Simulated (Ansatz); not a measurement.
Consider an atomisation energy of CH5BOSi, SMILES [SiH3]B1CO1 (Ansatz 0.2.0, Python API).

`tae.py`
```python
"""Energy to split CH5BOSi into its atoms."""

from collections import Counter

import ansatz as az
from ase import Atoms


def single_point(molecule, charge=0, unpaired=0):
    calc = molecule.calculation().basis(gaussian="def2-TZVP").functional("pbe")
    if charge:
        calc = calc.charge(charge)
    if unpaired:
        calc = calc.spin("collinear", total=unpaired)
    report = calc.run(threads=1, pin="off").report
    if report["published_state_doubts"]:
        print("  doubts:", report["published_state_doubts"])
    return report["free_energy_ev"]

atoms = Atoms(["Si", "B", "C", "O", "H", "H", "H", "H", "H"], positions=[
    [-0.5756, 0.9842, -1.0159],
    [0.5233, -0.2211, -0.0913],
    [0.4808, -1.2296, 1.0963],
    [1.6947, -0.4439, 0.9032],
    [-1.6524, 0.2761, -1.783],
    [-1.2678, 1.9396, -0.0556],
    [0.2054, 1.8251, -1.9659],
    [0.7331, -2.2775, 0.8449],
    [-0.0529, -0.8992, 2.0501],
])
mol = az.Crystal.molecule_from_ase(atoms)

# Hund ground states
unpaired = {"Si": 2, "B": 1, "C": 2, "O": 2, "H": 1}
counts = Counter(site.symbol for site in mol.cartesian_sites)
atom_energy = {s: single_point(az.Crystal.molecule().atom(s, (0, 0, 0)), 0, unpaired[s]) for s in counts}
whole = single_point(mol, 0, 0)
for s, e in atom_energy.items():
    print(f"{s:2s} x{counts[s]}  {e:14.5f} eV")
print(f"CH5BOSi: {whole:.5f} eV")
split = sum(counts[s] * e for s, e in atom_energy.items()) - whole
print(f"atomisation energy (no zero-point term): {96.485332 * split:.1f} kJ/mol, {split / sum(counts.values()):.3f} eV an atom")
```

What does it cost to take this molecule apart into atoms?

3191.0 kJ/mol from the electronic energies, without the zero-point term.

The output:

```console
$ python tae.py
Si x1     -7870.15470 eV
B  x1      -669.67447 eV
C  x1     -1028.48074 eV
O  x1     -2041.11715 eV
H  x5       -13.59523 eV
CH5BOSi: -11710.47568 eV
atomisation energy (no zero-point term): 3191.0 kJ/mol, 3.675 eV an atom
```

Total energies depend on the basis set; only differences at equal settings carry meaning. The geometry is a force-field or estimated start, not a minimum of this method, and the basis set is short of its limit. All parts are taken at fixed geometry, without zero-point energy. This functional overbinds, so such energies come out a few per cent too high (LDA far more). Finished in 5.7 s on 1 thread of Arm Neoverse V1, on a shared host, peak memory 0.24 GiB.

(Lines on the test bed's own set-up are left out of the output.)
